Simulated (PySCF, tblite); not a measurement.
# C₂HBFO₂ radical: geometry, infrared bands and EPR parameters

What infrared bands and EPR parameters should C₂HBFO₂ radical (`FB1O[C]=CO1`) show?

The runs use tblite 0.8.0 and PySCF 2.14.0, with density-fitted response routines of our own; the level of theory stands in each step. All values are computed, except where a source is named. Atoms are numbered from 0 throughout.

## 1. The starting structure

7 atoms, charge 0, multiplicity 2; geometry from: force field or distance geometry start.

Bonds of the start (Å): F0–B1 1.48, B1–O2 1.47, O2–C3 1.38, C3–C4 1.32, C4–O5 1.38, O5–B1 1.48, C4–H6 1.08.

## 2. Geometry optimisation with GFN2-xTB

What the job is given:

```
{"job": {"kind": "relax", "xc": "GFN2-xTB", "basis": "xTB"}, "charge": 0, "multiplicity": 2}
F      2.528900    -0.444700     0.405400
B      1.083200    -0.140300     0.437200
O      0.511400     1.213500     0.527700
C     -0.818600     1.077700     0.180900
C     -1.135300    -0.181500    -0.075700
O     -0.041800    -1.023000     0.039900
H     -2.124500    -0.496800    -0.371500
```

Launch:

```
OMP_NUM_THREADS=1 python probes_run.py task.json out
```

One launch serves the whole session: the jobs run in the order shown.

**Question.** This job is followed by: GFN2-xTB harmonic vibrations, gas phase; UKS B3LYP, pcH-1 on B C F H O, non-relativistic, mean-field spin-orbit, GIAO. Predict these results of the whole session: strongest single infrared mode (GFN2-xTB); zero-point energy (GFN2-xTB); g(iso) (B3LYP); ⟨S²⟩; largest a(iso); potential on the surface of density 0.002 e/bohr³, 1st and 99th percentile.

The runs gave:

```
                                                                  quantity                  value
                                 strongest single infrared mode (GFN2-xTB)  1398 cm⁻¹, 452 km/mol
                                              zero-point energy (GFN2-xTB)          21.7 kcal/mol
                                                            g(iso) (B3LYP)                2.00226
                                                                      ⟨S²⟩     0.761 (exact 0.75)
                                                            largest a(iso)   13C on C3, 664.0 MHz
potential on the surface of density 0.002 e/bohr³, 1st and 99th percentile     -0.80 V and 1.75 V
```

What this shows: The optimisation took 21 steps and gained 0.957 eV; among the close pairs (by a distance rule), F0–B1 changed most, from 1.478 to 1.314 Å. No mode is imaginary among the 15: a minimum at this level. The strongest single mode, at 1398 cm⁻¹, moves mainly B1. Unscaled tight-binding wavenumbers are off by several per cent, some by more. Its intensities can rank the bands wrongly. Most of the unpaired spin sits on C3 (0.99 e). The isotropic g lies 0.1 ppt below the free-electron value. The conformer search found further structures of the same energy, which may be mirror or relabelled copies of this one.
